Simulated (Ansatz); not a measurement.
# C2H7ClGe: the cost of one run

Program: Ansatz 0.2.0. Level of theory: RKS PBE-D4/def2-SVP. These are calculated values, not measurements.

## 1. The starting structure

Bond lengths: Ge1–C2 1.960 Å, C2–H3 1.110 Å, C2–H4 1.110 Å, C2–H5 1.110 Å, Ge1–C6 1.960 Å, C6–H7 1.110 Å, C6–H8 1.110 Å, C6–H9 1.110 Å, Ge1–H10 1.549 Å, Ge1–Cl11 2.218 Å. Angles (14 of 18 angles, heavy atoms first): C2–Ge1–C6 109.4°, C2–Ge1–Cl11 109.5°, C6–Ge1–Cl11 109.5°, Ge1–C2–H3 109.5°, Ge1–C2–H4 109.5°, Ge1–C2–H5 109.5°, C2–Ge1–H10 109.5°, C6–Ge1–H10 109.5°, H10–Ge1–Cl11 109.5°, Ge1–C6–H7 109.5°, Ge1–C6–H8 109.5°, Ge1–C6–H9 109.5°, H3–C2–H4 109.4°, H3–C2–H5 109.4°.

Structure file:

```xyz
11

Ge    0.0000    0.0000    0.0000
C     0.0000    0.0000    1.9600
H    -0.9996   -0.3092    2.3305
H     0.7676   -0.7111    2.3305
H     0.2320    1.0203    2.3305
C     1.8483    0.0000   -0.6527
H     2.1960   -1.0463   -0.7809
H     1.8968    0.5276   -1.6281
H     2.5002    0.5187    0.0808
H    -0.7300    1.2648   -0.5162
Cl   -1.0456   -1.8115   -0.7393
```

## 2. Preparing the start

File input.yaml:

```yaml
crystal:
  periodic: [false, false, false]
  atoms:
    - { symbol: Ge, position_ang: [0.0, 0.0, 0.0] }
    - { symbol: C, position_ang: [0.0, 0.0, 1.96] }
    - { symbol: H, position_ang: [-0.9996, -0.3092, 2.3305] }
    - { symbol: H, position_ang: [0.7676, -0.7111, 2.3305] }
    - { symbol: H, position_ang: [0.232, 1.0203, 2.3305] }
    - { symbol: C, position_ang: [1.8483, 0.0, -0.6527] }
    - { symbol: H, position_ang: [2.196, -1.0463, -0.7809] }
    - { symbol: H, position_ang: [1.8968, 0.5276, -1.6281] }
    - { symbol: H, position_ang: [2.5002, 0.5187, 0.0808] }
    - { symbol: H, position_ang: [-0.73, 1.2648, -0.5162] }
    - { symbol: Cl, position_ang: [-1.0456, -1.8115, -0.7393] }
basis:
  gaussian: { orbitals: def2-SVP }
hamiltonian:
  xc: pbe
  dispersion: d4
relax:
  f_tol: 0.02
  max_steps: 40
```

Started as:

```console
> ansatz run input.yaml --threads 2 --pin off --max-ram 3072MiB --backend cpu --events-out ev --progress --plain --runs-dir out
```

**Question.** How long does this run take on 2 threads of Arm Neoverse V2, shared host, and how much memory does it need?

About 27 s, with a peak of 0.16 GiB.
